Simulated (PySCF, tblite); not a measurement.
# C₇H₁₅OP: geometry, infrared bands and NMR shifts

What infrared bands and NMR shifts should C₇H₁₅OP (`C[C@@H]1C[C@H](C)[C@@H](C)[P@H]1=O`) show?

Programs: tblite 0.8.0 and PySCF 2.14.0, with density-fitted response routines of our own. Each step states its level of theory. These are calculated values for one molecule in the gas phase, unless marked as measured. Atoms are numbered from 0 throughout.

**1. The starting structure**

24 atoms, charge 0, multiplicity 1; geometry from: force field or distance geometry start.

Bonds of the start (Å): C0–C1 1.53, C1–C2 1.53, C2–C3 1.55, C3–C4 1.52, C3–C5 1.53, C5–C6 1.52, C5–P7 1.87, P7–O8 1.50, P7–C1 1.84, C0–H9 1.09, C0–H10 1.09, C0–H11 1.09, C1–H12 1.12, C2–H13 1.10, C2–H14 1.08, C3–H15 1.12, C4–H16 1.10, C4–H17 1.10, C4–H18 1.09, C5–H19 1.09, C6–H20 1.10, C6–H21 1.10, C6–H22 1.08, P7–H23 1.40.

**2. Geometry optimisation with GFN2-xTB**

The job: settings as JSON, then the geometry in Å.

```
{"job": {"kind": "relax", "xc": "GFN2-xTB", "basis": "xTB"}, "charge": 0, "multiplicity": 1}
C      2.971600    -0.011600     0.137300
C      1.505400    -0.018900     0.563700
C      0.706300    -1.123800    -0.121900
C     -0.780100    -0.746000     0.079900
C     -1.705500    -1.704800    -0.654300
C     -0.917100     0.710300    -0.385000
C     -2.175200     1.397800     0.107200
P      0.648500     1.562800     0.181900
O      0.393600     2.298600     1.467000
H      3.498900     0.793400     0.653600
H      3.044800     0.173000    -0.939500
H      3.449900    -0.962200     0.370900
H      1.445200    -0.161800     1.669500
H      0.931100    -1.143500    -1.200500
H      0.928900    -2.097600     0.291600
H     -1.004500    -0.812900     1.174100
H     -1.529400    -1.656400    -1.738900
H     -1.543800    -2.741500    -0.336000
H     -2.755200    -1.453900    -0.471700
H     -0.877400     0.757100    -1.472000
H     -2.179600     2.454600    -0.182300
H     -2.242300     1.364900     1.204500
H     -3.066100     0.930900    -0.289300
H      1.240200     2.211400    -0.913600
```

Run with:

```console
> OMP_NUM_THREADS=1 python probes_run.py task.json out
```

This one command runs all jobs of the session in turn.

**Question.** This job is followed by: GFN2-xTB harmonic vibrations, gas phase; GIAO PBE0/pcSseg-1 NMR shielding, non-relativistic, gas phase. What will the session give for the following? strongest single infrared mode (GFN2-xTB); zero-point energy (GFN2-xTB); ¹³C shifts against TMS (PBE0/pcSseg-1); ¹H shifts against TMS (PBE0/pcSseg-1, means over atoms taken as alike); ³¹P shifts against H3PO4 (PBE0/pcSseg-1); ¹⁷O shifts against H2O (PBE0/pcSseg-1); surface potential, 1st and 99th percentile.

**Answer**, as computed:

| quantity | value |
| --- | --- |
| strongest single infrared mode (GFN2-xTB) | 2233 cm⁻¹, 255 km/mol |
| zero-point energy (GFN2-xTB) | 130.0 kcal/mol |
| ¹³C shifts against TMS (PBE0/pcSseg-1) | 44.4, 44.4, 44.1, 41.2, 21.1, 16.9, 12.5 ppm |
| ¹H shifts against TMS (PBE0/pcSseg-1, means over atoms taken as alike) | 7.17, 1.94, 1.81, 1.52, 1.35, 1.31, 1.06, 0.78, 0.49 ppm |
| ³¹P shifts against H3PO4 (PBE0/pcSseg-1) | 33.3 ppm |
| ¹⁷O shifts against H2O (PBE0/pcSseg-1) | 89.2 ppm |
| surface potential, 1st and 99th percentile | -2.34 V and 0.96 V |

What this shows: Over 60 steps the energy fell by 0.295 eV; of the close pairs, P7–O8 changed most, 1.503 to 1.464 Å. No mode is imaginary among the 66: a minimum at this level. The strongest single mode, at 2233 cm⁻¹, moves mainly H23. GFN2-xTB is a fitted tight-binding method: band positions and strengths are rough. Its intensities can rank the bands wrongly.
